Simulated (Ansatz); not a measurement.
# NiO (Fm-3m): exchange couplings and spin waves of the lower order

Aim: map the magnet NiO (Fm-3m) on a Heisenberg model by the force theorem, and read spin waves, ordering temperature and anisotropy.

Method: DFT PBEsol+U (U_eff = 7.2 eV on Ni 3d), scalar-relativistic, plane waves, PAW, in Ansatz 0.2.0.

## (1) The starting structure

It takes space group Fm-3m (No. 225, cubic). The conventional cell has a = 4.183 Å, b = 4.183 Å, c = 4.183 Å, α = 90.00°, β = 90.00°, γ = 90.00°. Ni (site symmetry m-3m) is surrounded by 6 O at 2.09 Å. O (site symmetry m-3m) is surrounded by 6 Ni at 2.09 Å.

Coordinates:

```
CELL_PARAMETERS angstrom
0.00000 2.09131 2.09131
2.09131 0.00000 2.09131
4.18262 4.18262 0.00000
ATOMIC_POSITIONS crystal
Ni 0.00000 0.00000 0.00000
O 0.50000 0.50000 0.25000
Ni 0.00000 0.00000 0.50000
O 0.50000 0.50000 0.75000
```

The moments start at Ni 1.85, -1.85 μB.

## (2) Exchange couplings, spin waves and anisotropy by the force theorem

File input.yaml:

```yaml
crystal:
  lattice:
    - [0.0, 2.0913095126, 2.0913095126]
    - [2.0913095126, 0.0, 2.0913095126]
    - [4.1826190252, 4.1826190252, 0.0]
  atoms:
    - { symbol: Ni, position: [0.0, 0.0, 0.0], spin: 1.85 }
    - { symbol: O, position: [0.5, 0.5, 0.25] }
    - { symbol: Ni, position: [0.0, 0.0, 0.5], spin: -1.85 }
    - { symbol: O, position: [0.5, 0.5, 0.75] }
basis:
  ecutwfc: 420
  ecutrho_ratio: 4
kpoints:
  mp_grid: { grid: [10, 10, 10] }
  band_path:
    path:
      - [[0.0, 0.0, 0.0], [0.5, 0.0, 1.0], [0.625, 0.25, 1.25]]
      - [[0.375, 0.375, 1.5], [0.0, 0.0, 0.0], [0.5, 0.5, 1.0], [0.5, 0.25, 1.5], [0.5, 0.0, 1.0]]
    npoints: 6
hamiltonian:
  xc: pbesol
  hubbard: { sites: [{ species: Ni, l: d, u_eff: 7.2 }] }
scf:
  occupations: { method: gaussian, width: 0.05 }
  lower_state_search: "off"
output:
  forces: true
  stress: true
  eigenvalues: true
  populations: true
  hubbard: { sites: [{ species: Ni, l: d }] }
  eigenstates:
    nscf_kmesh: { grid: [10, 10, 10] }
    top_band: c52
    exchange_couplings: { magnetic: [{ site: 0 }, { site: 2 }] }
    magnetocrystalline_anisotropy: {}
magnetization:
  spin_polarized: true
checkpoint:
  read: start.run
  write: ck
  compress: false
  write_wavefunctions: false
  write_every: 100000
```

start.run is the folder with the converged state of an earlier run on this cell.

Started as:

```console
> ansatz run input.yaml --threads 4 --pin off --max-ram 9216MiB --backend cpu --events-out ev --progress --plain --runs-dir out
```

Q: Predict the outcome of this session. Wanted: strongest shell; highest spin wave on the path; mean-field ordering temperature; anisotropy.

As calculated:

| quantity | value |
| --- | --- |
| strongest shell | Ni–Ni at 4.18 Å, J = -7.418 meV × 6 |
| highest spin wave on the path | 91.4 meV |
| mean-field ordering temperature | 337 K at q = (0.00, 0.00, 0.00) |
| anisotropy | not resolved |

**Reading.** The shell that weighs most is Ni–Ni at 4.18 Å and favours opposed moments. No spin-wave energy is negative on the path. Mean-field theory leaves out fluctuations and tends to put the ordering too high. The program gives no random-phase temperature (mean unsettled). The couplings belong to the order typed, which need not be the compound's real one. The anisotropy, 0.0028 meV per cell, is smaller than its spread over meshes, so no easy axis is named. Open d and f shells can converge to several self-consistent states; these numbers belong to the ones reached here.
